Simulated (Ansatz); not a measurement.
# CH4ClFOSTi: up Jacob's ladder to CCSD(T)

The task here is to estimate one member of a computed series from the others.

Program: Ansatz 0.2.0, Gaussian basis. Level of theory: functionals in def2-TZVPP, the program's frozen cores in correlated methods. These are calculated values, not measurements.

Plan: PBE-D4, r2SCAN-D4, PBE0-D4, B3LYP-D4, ωB97X-V, ωB97M-V, B2PLYP; CCSD(T)/def2-TZVPP; MP2/def2-QZVPP; extrapolation to the limit.

### The relaxed structure

An earlier PBE0-D4 in a triple-zeta def2 set relaxation fixed the geometry.

SMILES `C[O][Ti]([F])([SH])[Cl]`, 10 atoms, charge 0, spin multiplicity 1.

Atoms are counted from 1 here; the program's logs count them from 0.

Bond lengths: C1–O2 1.395 Å, C1–H7 1.093 Å, C1–H8 1.093 Å, C1–H9 1.093 Å, O2–Ti3 1.727 Å, Ti3–F4 1.756 Å, Ti3–S5 2.281 Å, Ti3–Cl6 2.203 Å, S5–H10 1.348 Å. Angles: O2–C1–H7 109.6°, O2–C1–H8 109.8°, O2–C1–H9 109.2°, H7–C1–H8 109.6°, H7–C1–H9 109.3°, H8–C1–H9 109.3°, C1–O2–Ti3 173.1°, O2–Ti3–F4 112.4°, O2–Ti3–S5 103.8°, O2–Ti3–Cl6 110.5°, F4–Ti3–S5 110.0°, F4–Ti3–Cl6 109.3°, S5–Ti3–Cl6 110.7°, Ti3–S5–H10 91.4°.

Set-up of the first run:

in.yaml

```yaml
crystal:
  periodic: [false, false, false]
  atoms:
    - {symbol: C, position_ang: [0.612919, -1.390839, -1.292740]}
    - {symbol: O, position_ang: [0.230856, -0.450000, -0.335922]}
    - {symbol: Ti, position_ang: [-0.272857, 0.553117, 0.976380]}
    - {symbol: F, position_ang: [0.975757, 0.737255, 2.197210]}
    - {symbol: S, position_ang: [-0.700735, 2.564588, -0.010610]}
    - {symbol: Cl, position_ang: [-2.093091, -0.257959, 1.914910]}
    - {symbol: H, position_ang: [-0.131005, -2.189861, -1.339513]}
    - {symbol: H, position_ang: [1.586067, -1.812267, -1.029985]}
    - {symbol: H, position_ang: [0.681729, -0.904345, -2.268700]}
    - {symbol: H, position_ang: [-0.889640, 3.150321, 1.188980]}
basis:
  gaussian: {orbitals: def2-TZVPP}
hamiltonian: {xc: pbe, dispersion: d4}
output: {forces: true, orbitals: {seedname: orbitals}}
```

Command:

```sh
$ ansatz run in.yaml --threads 2 --pin off --events-out ev --progress --plain --max-ram 32768MiB --backend cuda --devices 0, --max-vram 18GiB
```

Steps of the session up to this table: PBE-D4 (GGA); r2SCAN-D4 (meta-GGA); PBE0-D4 (hybrid); B3LYP-D4 (hybrid); ωB97X-V (range-separated); ωB97M-V (range-separated); B2PLYP (double hybrid).

One table of the session follows, with a row left open; its other results are not shown here.

It belongs to the step «Orbital energies across the functionals». 

```
functional  HOMO (eV)  LUMO (eV)  gap (eV)
    PBE-D4      -6.57      -3.35      3.22
 r2SCAN-D4      -6.88      -3.32      3.55
   PBE0-D4      -7.80      -2.50      5.30
  B3LYP-D4          ?          ?         ?
   ωB97X-V     -10.10      -0.38      9.72
   ωB97M-V      -9.94      -0.37      9.57
```

Q: Estimate the row for B3LYP-D4 from the others.

**Answer.** HOMO (eV): -7.55; LUMO (eV): -2.74; gap (eV): 4.82. In the column «HOMO (eV)» it lies between PBE0-D4 (-7.80) and r2SCAN-D4 (-6.88).
